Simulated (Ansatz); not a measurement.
# SiSe (P-6m2) in Ansatz: convergence with ecutrho ratio

Aim: find how far ecutrho ratio must go before the results for SiSe settle, at PBEsol. This setting moves, with any that are tied to it; all else stays.

All numbers are computed with Ansatz 0.2.0; they aren't measurements. Logs are shortened: lines on timing, memory, paths and dates and some standing lists are left out, and cuts for length are marked.

**1. The structure**

Symmetry: P-6m2, No. 187, hexagonal system. Conventional cell: a = 3.595 Å, b = 3.595 Å, c = 3.599 Å, α = 90.00°, β = 90.00°, γ = 120.00°. Si (site symmetry -6m2) is surrounded by 6 Se at 2.75 Å. Se (site symmetry -6m2) has 6 Si at 2.75 Å as nearest neighbours.

The cell was built by a generator and needn't be a form met in nature.

**2. With ecutrho ratio 4**

File input.yaml:

```yaml
crystal:
  lattice:
    - [3.5952, 0.0, 0.0]
    - [-1.7976, 3.11353, 0.0]
    - [0.0, 0.0, 3.59873]
  atoms:
    - { symbol: Si, position: [0.66667, 0.33333, 0.5] }
    - { symbol: Se, position: [0.0, 0.0, 0.0] }
hamiltonian:
  xc: pbesol
  pseudopotentials: { kind: paw, source: jth, xc_functional: pbe }
kpoints:
  mp_grid: { grid: [7, 7, 6] }
scf:
  occupations: { method: cold, width: 0.05 }
output:
  forces: true
  stress: true
  eigenvalues: true
basis:
  ecutrho_ratio: 4
```

Potentials or basis: JTH PAW.

On the command line:

```sh
> ansatz run input.yaml --threads 2 --pin off --max-ram 5632MiB --backend cpu --events-out ev --progress --plain --runs-dir out
```

Wall time 0.77 s (2 threads of Arm Neoverse V1, shared host); peak memory 0.24 GiB.

What came out:

```yaml
Free_energy: -3152.1375 eV
Pressure: -3.6 GPa
Band_gap_on_the_k_mesh: none (metal or under the smearing width)
```

**3. With ecutrho ratio 5**

input.yaml: that of step 2 with these lines changed.

```diff
@@ -20,2 +20,2 @@
 basis:
-  ecutrho_ratio: 4
+  ecutrho_ratio: 5
```

Potentials or basis: JTH PAW.

On the command line:

```sh
> ansatz run input.yaml --threads 2 --pin off --max-ram 5632MiB --backend cpu --events-out ev --progress --plain --runs-dir out
```

Run time: 0.8 s. Hardware: 2 threads of Arm Neoverse V1, shared host; peak memory 0.25 GiB.

Results:

```
Free energy            : -3152.1376 eV
Pressure               : -3.6 GPa
Band gap on the k mesh : none (metal or under the smearing width)
```

**4. With ecutrho ratio 6**

input.yaml: that of step 3 with these lines changed.

```diff
@@ -20,2 +20,2 @@
 basis:
-  ecutrho_ratio: 5
+  ecutrho_ratio: 6
```

On the command line:

```sh
> ansatz run input.yaml --threads 2 --pin off --max-ram 5632MiB --backend cpu --events-out ev --progress --plain --runs-dir out
```

Run time: 0.85 s. Hardware: 2 threads of Arm Neoverse V1, shared host; peak memory 0.26 GiB.

What came out:

| Property | Result |
| --- | --- |
| Free energy | -3152.1376 eV |
| Pressure | -3.6 GPa |
| Band gap on the k mesh | none (metal or under the smearing width) |

**5. With ecutrho ratio 8**

input.yaml: that of step 4 with these lines changed.

```diff
@@ -20,2 +20,2 @@
 basis:
-  ecutrho_ratio: 6
+  ecutrho_ratio: 8
```

On the command line:

```sh
> ansatz run input.yaml --threads 2 --pin off --max-ram 5632MiB --backend cpu --events-out ev --progress --plain --runs-dir out
```

Wall time 0.86 s (2 threads of Arm Neoverse V1, shared host); peak memory 0.27 GiB.

Results (log left out):

```
Free energy            : -3152.1377 eV
Pressure               : -3.6 GPa
Band gap on the k mesh : none (metal or under the smearing width)
```

**6. With ecutrho ratio 10**

input.yaml: that of step 5 with these lines changed.

```diff
@@ -20,2 +20,2 @@
 basis:
-  ecutrho_ratio: 8
+  ecutrho_ratio: 10
```

Potentials or basis: JTH PAW.

On the command line:

```sh
> ansatz run input.yaml --threads 2 --pin off --max-ram 5632MiB --backend cpu --events-out ev --progress --plain --runs-dir out
```

It took 0.88 s on 2 threads of Arm Neoverse V1, shared host; peak memory 0.29 GiB.

It converged, with:

```yaml
Free_energy: -3152.1377 eV
Pressure: -3.6 GPa
Band_gap_on_the_k_mesh: none (metal or under the smearing width)
```

**7. With ecutrho ratio 12**

input.yaml: that of step 6 with these lines changed.

```diff
@@ -20,2 +20,2 @@
 basis:
-  ecutrho_ratio: 10
+  ecutrho_ratio: 12
```

Potentials or basis: JTH PAW.

On the command line:

```sh
> ansatz run input.yaml --threads 2 --pin off --max-ram 5632MiB --backend cpu --events-out ev --progress --plain --runs-dir out
```

What it wrote:

```text
Warning: the atoms were moved onto the symmetric positions of the space group found under crystal.symmetry.tolerance 1.0e-5 (fractional; no operation is sought that the atoms, as they stand in a round, miss by more than twice it, and no atom is moved by as much as it), and the run uses the moved positions. Before a round's move an operation carried an atom to 1.80e-5 Å from where it should land, the largest such distance. Atom 0 (counting from 0) moved farthest, by 2.08e-5 Å; the longest move in fractions of the cell, of whichever atom, is 0.47 of the tolerance, in 1 round. To run the atoms as typed, lower crystal.symmetry.tolerance until the operations that they miss are no longer found, or set crystal.symmetry.detect: false (a key that needs symmetry detection or time reversal refuses this as the deck is read). The positions used, in the order of the run's atom list: position: [0.6666666666666667, 0.3333333333333333, 0.5]; position: [5.5510939473021013e-17, -1.8503646491007004e-17, 0.0]; The lattice was moved too: crystal.lattice keeps the space group found at crystal.symmetry.tolerance 1.0e-5 only nearly: the operation that it misses by the most changes a squared length by the fraction 2.52e-6. The run uses the lattice that is a stretch of the typed one, with no rotation, onto the one that keeps every operation to a double's rounding (on a very oblique basis the stretch itself rounds by more); the deck's lattice vector that moved farthest moved by 2.62e-6 Å. To run the lattice as typed, set crystal.symmetry.tolerance under 2.52e-6, the least fraction by which an operation that the lattice misses changes a squared length (the same key also sets how far an atom may lie from its image, so lowering it can lose operations that the atoms keep only within it), or set crystal.symmetry.detect: false, as for the atoms. crystal.lattice made exact, in Å and degrees: [[3.5951973836309277, 0.0, 0.0], [-1.7975986918154638, 3.1135322658437317, 0.0], [0.0, 0.0, 3.59873]]. Pasted over the deck's crystal.lattice, beside positions in fractional coordinates, it runs the same cell (given as lengths and angles, that cell in the form's own orientation, a rigid turn of the misfit's size from the one run here, for which a checkpoint.post_process_only pass over this run's state can be refused: where this run relaxes nothing, give such a pass this deck's own crystal.lattice, as typed; behind a relaxation, as crystal.lattice, the state's own cell, identity.cell in its checkpoint.json), and a matrix so pasted ends this notice, except on a very skew basis of the lattice, where the rounding of the pasted numbers themselves can read as a misfit: the cell is then moved again, and that move is told again. The lattice as run is in this notice's lattice.as_run_ang field (Run.prep()["deck_notices"] in Python, the deck_notice line of an events file, deck_notices of ansatz run --dry-run=json, or deck_notices in record.json in the deck's checkpoint.write directory).
Warning: the checks of this Si dataset prove no rule for summing its radial tables, as where they were carried onto another mesh than they were made on, and Gregory's rule is taken, under which a leading mesh point left out moves its sums only by what lay on the interval it spanned. That does not make them correct, and they differ from Quantum ESPRESSO's on this file; a re-export a fraction of a mesh step off can move them. hamiltonian.pseudopotentials.radial_quadrature: simpson_from_first_knot sums it by `pw.x`'s rule; on a PAW file no value gives `pw.x`'s numbers. What more to know: hamiltonian.pseudopotentials.radial_quadrature, in the input reference
Warning: the checks of this Se dataset prove no rule for summing its radial tables, as where they were carried onto another mesh than they were made on, and Gregory's rule is taken, under which a leading mesh point left out moves its sums only by what lay on the interval it spanned. That does not make them correct, and they differ from Quantum ESPRESSO's on this file; a re-export a fraction of a mesh step off can move them. hamiltonian.pseudopotentials.radial_quadrature: simpson_from_first_knot sums it by `pw.x`'s rule; on a PAW file no value gives `pw.x`'s numbers. What more to know: hamiltonian.pseudopotentials.radial_quadrature, in the input reference
Warning: RAYON_NUM_THREADS=2 ignored (pool sized by the plan → 2); use --threads N
Engine: ansatz 0.2.0, aarch64-unknown-linux-gnu
Pseudopotentials: kind: paw
[... 55 lines left out ...]
  atom   2  Se    -0.00000000     0.00000000     0.00000000
  max |Σ_I F_I| component: 1.39e-16 eV/Å
--- Stress (GPa, compression-positive) ---
       -3.593073      -0.000000       0.000000
       -0.000000      -3.593073       0.000000
        0.000000       0.000000      -3.736395
  P = ⅓ Tr σ = -3.6408 GPa (-36.408 kbar)
--- Band table (eV; the first three rows and the last of 32) ---
  k-point 0: bands = ["-7.5840", "2.9864", "4.0005", "5.9164", "5.9164", "10.5803", "10.5803", "11.1326", "14.4288"]
  k-point 1: bands = ["-7.3606", "0.8653", "5.9185", "6.1211", "6.1211", "10.6753", "10.6753", "12.0414", "13.7050"]
  k-point 2: bands = ["-6.7962", "-1.2410", "6.6272", "6.6272", "7.7362", "10.6773", "10.6773", "11.3644", "14.6925"]
  k-point 31: bands = ["-5.1212", "0.9098", "1.9952", "2.4776", "3.9466", "5.9701", "13.1479", "13.8767", "16.9777"]
```

It took 0.94 s on 2 threads of Arm Neoverse V1, shared host; peak memory 0.31 GiB.

Results:

```
Free energy            : -3152.1377 eV
Pressure               : -3.6 GPa
Band gap on the k mesh : none (metal or under the smearing width)
```

**8. Summary**

```
ecutrho ratio  energy less the tightest run, at zero smearing (meV/atom)  SCF cycles  CPU time (s)  peak memory (GiB)
            4                                                       0.14           6           1.4               0.24
            5                                                       0.08           6           1.5               0.25
            6                                                       0.05           6           1.5               0.26
            8                                                       0.02           6           1.6               0.27
           10                                                       0.01           6           1.6               0.29
           12                                                       0.00           6           1.8               0.31
```

Against the tightest run, the energy stays within 1 meV/atom from 4 on. The tightest run that finished is the yardstick and may itself not be fully converged.
